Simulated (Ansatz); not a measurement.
**CH₄Al₂O₂: up Jacob's ladder to CCSD(T)**

One table from this session's results is given with a row withheld; the runs are named, their logs left out.

Program: Ansatz 0.2.0, Gaussian basis. Level of theory: functionals in def2-TZVPP, the program's frozen cores in correlated methods. These are calculated values, not measurements.

Plan: LDA (SPW92), PBE-D4, revPBE-D4, BLYP-D4, r2SCAN-D4, B97M-V, PBE0-D4, B3LYP-D4, r2SCANh-D4, r2SCAN0-D4, HSE06-D4, BHLYP-D4, CAM-B3LYP-D4, LC-ωPBE, ωB97X-V, ωB97M-V, B2PLYP, PBE-QIDH; CCSD(T)/def2-SVP; CCSD(T)/def2-TZVPP; MP2/def2-QZVPP; extrapolation to the limit; RPA on PBE.

### The geometry

An earlier PBE0-D4 in a triple-zeta def2 set relaxation fixed the geometry.

SMILES `O[CH]1[AlH][Al]1[OH]`, 9 atoms, charge 0, spin multiplicity 1.

Atoms are counted from 1 here; the program's logs count them from 0.

Bond lengths: O1–C2 1.382 Å, O1–H6 0.961 Å, C2–Al3 1.975 Å, C2–Al4 1.963 Å, C2–H7 1.169 Å, Al3–Al4 2.443 Å, Al3–H8 1.595 Å, Al4–O5 1.697 Å, O5–H9 0.956 Å. Angles: C2–O1–H6 109.1°, O1–C2–Al3 134.0°, O1–C2–Al4 145.6°, O1–C2–H7 113.1°, Al3–C2–Al4 76.7°, Al3–C2–H7 82.5°, Al4–C2–H7 81.6°, C2–Al3–Al4 51.4°, C2–Al3–H8 138.0°, Al4–Al3–H8 165.1°, C2–Al4–Al3 51.9°, C2–Al4–O5 135.1°, Al3–Al4–O5 167.4°, Al4–O5–H9 125.2°.

The first run:

in.yaml reads:

```yaml
crystal:
  periodic: [false, false, false]
  atoms:
    - {symbol: O, position_ang: [1.527582, 0.050460, -1.527278]}
    - {symbol: C, position_ang: [0.698913, -0.190410, -0.447816]}
    - {symbol: Al, position_ang: [0.017767, -1.829193, 0.419036]}
    - {symbol: Al, position_ang: [-0.836379, 0.453489, 0.591838]}
    - {symbol: O, position_ang: [-1.753724, 1.880716, 0.624395]}
    - {symbol: H, position_ang: [1.490201, 0.984252, -1.750974]}
    - {symbol: H, position_ang: [1.234935, -0.051436, 0.581934]}
    - {symbol: H, position_ang: [0.174766, -3.408544, 0.256709]}
    - {symbol: H, position_ang: [-2.465559, 2.064366, 1.235055]}
basis:
  gaussian: {orbitals: def2-TZVPP}
hamiltonian: {xc: lda}
output: {orbitals: {seedname: orbitals}}
```

The run is started by

```console
> ansatz run in.yaml --threads 2 --pin off --events-out ev --progress --plain --max-ram 4352MiB
```

Among the steps run: LDA; PBE-D4 (GGA); revPBE-D4 (GGA); BLYP-D4 (GGA); r2SCAN-D4 (meta-GGA); B97M-V (meta-GGA); B3LYP-D4 (hybrid); r2SCANh-D4 (hybrid); r2SCAN0-D4 (hybrid); HSE06-D4 (hybrid); BHLYP-D4 (hybrid); CAM-B3LYP-D4 (range-separated); LC-ωPBE (range-separated); ωB97X-V (range-separated); ωB97M-V (range-separated); B2PLYP (double hybrid); PBE-QIDH (double hybrid).

One table of the session follows, with a row left open; its other results are not shown here.

It belongs to the step «Orbital energies across the functionals». 

| functional | HOMO (eV) | LUMO (eV) | gap (eV) |
| --- | --- | --- | --- |
| LDA (SPW92) | -5.13 | -2.40 | 2.73 |
| PBE-D4 | -5.02 | -2.21 | 2.81 |
| revPBE-D4 | -4.97 | -2.13 | 2.84 |
| BLYP-D4 | -4.87 | -2.06 | 2.82 |
| r2SCAN-D4 | -5.20 | -2.02 | 3.19 |
| B97M-V | -5.21 | -2.09 | 3.12 |
| PBE0-D4 | -5.98 | -1.51 | 4.47 |
| B3LYP-D4 | -5.80 | -1.66 | 4.15 |
| r2SCANh-D4 | -5.56 | -1.77 | 3.79 |
| r2SCAN0-D4 | -6.10 | -1.40 | 4.70 |
| HSE06-D4 | -5.59 | -1.87 | 3.72 |
| BHLYP-D4 | ? | ? | ? |
| CAM-B3LYP-D4 | -7.15 | -0.53 | 6.62 |
| LC-ωPBE | -8.34 | 0.43 | 8.76 |
| ωB97X-V | -8.07 | 0.37 | 8.44 |
| ωB97M-V | -7.86 | 0.16 | 8.02 |

Estimate the missing values for BHLYP-D4.

Worked estimate for «HOMO (eV)». Against the share of exact exchange, BLYP-D4 (0, -4.87), B3LYP-D4 (0.2, -5.80) give a slope of -4.65 per unit share; at 0.5 the line stands at -7.19.

**Answer.** HOMO (eV): -6.83; LUMO (eV): -0.71; gap (eV): 6.11. In «HOMO (eV)» the line misses by -0.36.
